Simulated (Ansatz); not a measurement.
# CH2FNOSn: a ladder of functionals and wavefunction methods

Aim: compute CH2FNOSn with functionals from several rungs and with coupled cluster, and see how far each lands from CCSD(T) at the basis-set limit for the atomisation energy.

Method: functionals in def2-TZVPP, the program's frozen cores in correlated methods; program: Ansatz 0.2.0, Gaussian basis.

Levels to be run: LDA (SPW92), PBE-D4, revPBE-D4, BLYP-D4, r2SCAN-D4, B97M-V, PBE0-D4, B3LYP-D4, r2SCANh-D4, r2SCAN0-D4, HSE06-D4, BHLYP-D4, CAM-B3LYP-D4, LC-ωPBE, ωB97X-V, ωB97M-V, B2PLYP, PBE-QIDH; CCSD(T)/def2-SVP; CCSD(T)/def2-TZVPP; CCSD(T)/def2-QZVPP; extrapolation to the limit; RPA on PBE.

**1. The geometry**

The geometry comes from an earlier relaxation with PBE0-D4 in a triple-zeta def2 set; it is a stationary point, not always the lowest conformer. Sn takes the def2 core potential; no spin-orbit term is included.

SMILES `O=C=[N][SnH2][F]`, 7 atoms, charge 0, spin multiplicity 1.

Atoms are counted from 1 here; the program's logs count them from 0.

Bond lengths: O1–C2 1.165 Å, C2–N3 1.203 Å, N3–Sn4 2.002 Å, Sn4–F5 1.915 Å, Sn4–H6 1.690 Å, Sn4–H7 1.694 Å. Angles: O1–C2–N3 176.2°, C2–N3–Sn4 138.7°, N3–Sn4–F5 104.6°, N3–Sn4–H6 107.3°, N3–Sn4–H7 109.3°, F5–Sn4–H6 107.1°, F5–Sn4–H7 106.4°, H6–Sn4–H7 120.9°.

**2. LDA**

This LDA is Slater exchange with PW92 correlation.

Input file in.yaml:

```yaml
crystal:
  periodic: [false, false, false]
  atoms:
    - {symbol: O, position_ang: [-0.221738, -2.869281, -0.931603]}
    - {symbol: C, position_ang: [-0.121538, -1.906785, -0.283816]}
    - {symbol: N, position_ang: [-0.020928, -0.958236, 0.449392]}
    - {symbol: Sn, position_ang: [0.157431, 1.031635, 0.318539]}
    - {symbol: F, position_ang: [-0.877091, 1.510008, -1.220140]}
    - {symbol: H, position_ang: [-0.618635, 1.696103, 1.665181]}
    - {symbol: H, position_ang: [1.763801, 1.428457, -0.043155]}
basis:
  gaussian: {orbitals: def2-TZVPP}
hamiltonian: {xc: lda}
output: {orbitals: {seedname: orbitals}}
```

Command:

```bash
> ansatz run in.yaml --threads 2 --pin off --events-out ev --progress --plain --max-ram 32768MiB --backend cpu
```

The runs that follow: PBE-D4 (GGA); revPBE-D4 (GGA); BLYP-D4 (GGA); r2SCAN-D4 (meta-GGA); B97M-V (meta-GGA); B3LYP-D4 (hybrid); r2SCANh-D4 (hybrid); r2SCAN0-D4 (hybrid); HSE06-D4 (hybrid); BHLYP-D4 (hybrid); CAM-B3LYP-D4 (range-separated); LC-ωPBE (range-separated); ωB97X-V (range-separated); ωB97M-V (range-separated); B2PLYP (double hybrid); PBE-QIDH (double hybrid); CCSD(T) in def2-SVP; CCSD(T) in def2-TZVPP; CCSD(T) in def2-QZVPP; RPA on PBE orbitals.

**Question.** What will the summary of the whole plan be? Wanted: atomisation energy, CCSD(T)/CBS; farthest beyond LDA; mean size of error, GGA; mean size of error, meta-GGA; mean size of error, hybrid; mean size of error, range-separated; mean size of error, double hybrid; gap, smallest and largest; T1 diagnostic.

The runs gave:

| quantity | value |
| --- | --- |
| atomisation energy, CCSD(T)/CBS | 27.574 eV |
| functionals within 0.276 eV (1.0 %) | revPBE-D4, r2SCAN-D4, PBE0-D4, B3LYP-D4, HSE06-D4, CAM-B3LYP-D4, LC-ωPBE, ωB97X-V, ωB97M-V |
| farthest beyond LDA | BHLYP-D4 (-1.757 eV) |
| mean size of error, GGA | 0.586 eV |
| mean size of error, meta-GGA | 0.201 eV |
| mean size of error, hybrid | 0.598 eV |
| mean size of error, range-separated | 0.083 eV |
| mean size of error, double hybrid | 0.414 eV |
| gap, smallest and largest | 5.12 eV (BLYP-D4), 12.38 eV (LC-ωPBE) |
| T1 diagnostic | 0.0158 |
| triples share of the correlation energy | 3.8 % |

In words: The LDA atomisation energy is off by 5.301 eV (19 %): it overbinds. PBE-D4 misses by +1.183 eV. Double hybrids carry the basis error of their MP2 part in triple zeta, and no dispersion term here, so their miss is partly the set-up's. The rungs range-separated, meta-GGA miss on average by less than the doubt on the reference (0.276 eV), so they tie. Misses under about 0.276 eV are within the doubt on the reference itself, which lacks core-valence correlation, spin-orbit coupling and higher excitations, and its outer-core shells are covered unevenly. All levels share the lack of spin-orbit coupling, which lowers the free heavy atoms and so the true binding. Hartree-Fock recovers 63 % of the binding; the rest is correlation. CCSD(T) in def2-SVP is off by -2.201 eV, more than most functionals: a good method in a small basis is no reference. The gap grows from 5.1 to 12.4 eV across the functionals, mostly with the share of exact exchange. Correlated methods include outer-core shells of Sn, which these sets cover unevenly.
